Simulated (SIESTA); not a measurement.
Runs of SIESTA 5.4.2 on ScNbN. It takes space group P-3m1 (No. 164, trigonal). Conventional cell: a = 3.111 Å, b = 3.111 Å, c = 10.357 Å, α = 90.00°, β = 90.00°, γ = 120.00°. Nb (site symmetry 3m) is surrounded by 3 N at 2.21 Å. Around Sc (site symmetry -3m) lie 6 Sc at 3.11 Å and 6 Nb at 3.13 Å. Sc (site symmetry -3m) is surrounded by 6 N at 2.23 Å. Around N (site symmetry 3m) lie 3 Nb at 2.21 Å and 3 Sc at 2.23 Å. The cell comes from a database or a generator and needn't be the stable form of this composition.

```csv
task,level,potentials or basis,gap on the mesh (eV),pressure (GPa),V0 of scaled cells (Å³/atom),B0 (GPa),largest force (eV/Å)
equation of state,PBEsol,"PseudoDojo 0.4 standard (PBEsol files), DZP (energy shift 0.003 Ry; two zetas on semicore shells)",-,-,14.01,198,-
band structure,PBEsol,"PseudoDojo 0.4 standard (PBEsol files), DZP (energy shift 0.003 Ry; two zetas on semicore shells)",none,(a),-,-,0.08
equation of state,PBE,"PseudoDojo 0.4 standard (PBE files), DZP (energy shift 0.003 Ry; two zetas on semicore shells)",-,-,(c),(b),-
band structure,PBE,"PseudoDojo 0.4 standard (PBE files), DZP (energy shift 0.003 Ry; two zetas on semicore shells)",none,-0.4,-,-,0.23
```

Alike in all rows: no spin polarisation; cell as given; k mesh 10 × 10 × 3; smearing fermi-dirac 0.05 eV; grid cutoff 800 Ry; energy shift 0.003 Ry.

Task: Estimate the missing entries.

Result: (a) -6.0; (b) 184; (c) 14.43.

Caveats: the basis of atomic orbitals isn't converged, which shifts pressures, moduli and gaps; the cell was scaled at fixed shape and fractional positions, which overstates the stiffness of a crystal with free parameters, most of all of layers and chains (some runs).

A k mesh can miss the band edges, and the runs leave out spin-orbit coupling on Nb.

A gap of «none» marks a metal or a gap under the smearing width.

Not every run made on this cell is shown here.
